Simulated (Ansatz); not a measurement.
Predict the output of the script below (the Ansatz DFT code, driven from Python).

The script, `ch5cdno_torsion.py`:
```python
"""Rigid torsion scan of CH5CdNO."""

import ansatz as az
from ase import Atoms

atoms = Atoms(["C", "O", "Cd", "N", "H", "H", "H", "H", "H"], positions=[
    [-0.77215, -0.14242, 1.77162],
    [-0.30582, -0.31045, 0.46691],
    [0.60165, 1.02383, -0.72844],
    [0.81505, 0.25144, -2.60491],
    [0.03872, 0.08, 2.48024],
    [-1.232, -1.08994, 2.07704],
    [-1.53854, 0.64283, 1.84678],
    [0.60607, -0.72841, -2.39275],
    [1.78701, 0.27312, -2.91649],
])

# start the scan from a relaxed geometry
first = (
    az.Crystal.molecule_from_ase(atoms).calculation()
    .basis(gaussian="def2-SVP")
    .functional("CAM-B3LYP")
    .relax(force_tolerance=0.02, max_steps=80)
)
atoms.positions = first.run(threads=1).report["positions_ang"]

start = atoms.get_dihedral(2, 1, 0, 4)
energies = {}
for turn in range(0, 121, 20):
    turned = atoms.copy()
    turned.set_dihedral(2, 1, 0, 4, start + turn, indices=[0, 4, 5, 6])
    job = (
        az.Crystal.molecule_from_ase(turned).calculation()
        .basis(gaussian="def2-SVP")
        .functional("CAM-B3LYP")
    )
    energies[round((start + turn) % 360)] = job.run(threads=1).report["free_energy_ev"]
floor = min(energies.values())
print("dihedral Cd2-O1-C0-H4 (deg)   E - E(min) (eV)")
for angle, e in sorted(energies.items()):
    print(f"{angle:8d} {(e - floor):14.3f}  " + "#" * int(30 * (e - floor) / max(max(energies.values()) - floor, 1e-9)))
```

Running `python ch5cdno_torsion.py` prints:
```text
dihedral Cd2-O1-C0-H4 (deg)   E - E(min) (eV)
      18          0.037  ##############################
      38          0.034  ###########################
      58          0.035  ############################
     298          0.000
     318          0.006  #####
     338          0.021  #################
     358          0.034  ###########################
```

What to keep in mind:
- The scan is rigid and the energies are electronic, in a modest basis. With rigid groups the curve can differ much from the relaxed path, the start wasn't checked as a minimum of this torsion, and equivalent turns needn't return to the same energy.
- def2 sets replace the cores of elements past krypton by effective core potentials.
- Wall time of the script: 2.6 min on 1 thread of Arm Neoverse V1, with other jobs on the host, peak memory 0.31 GiB.
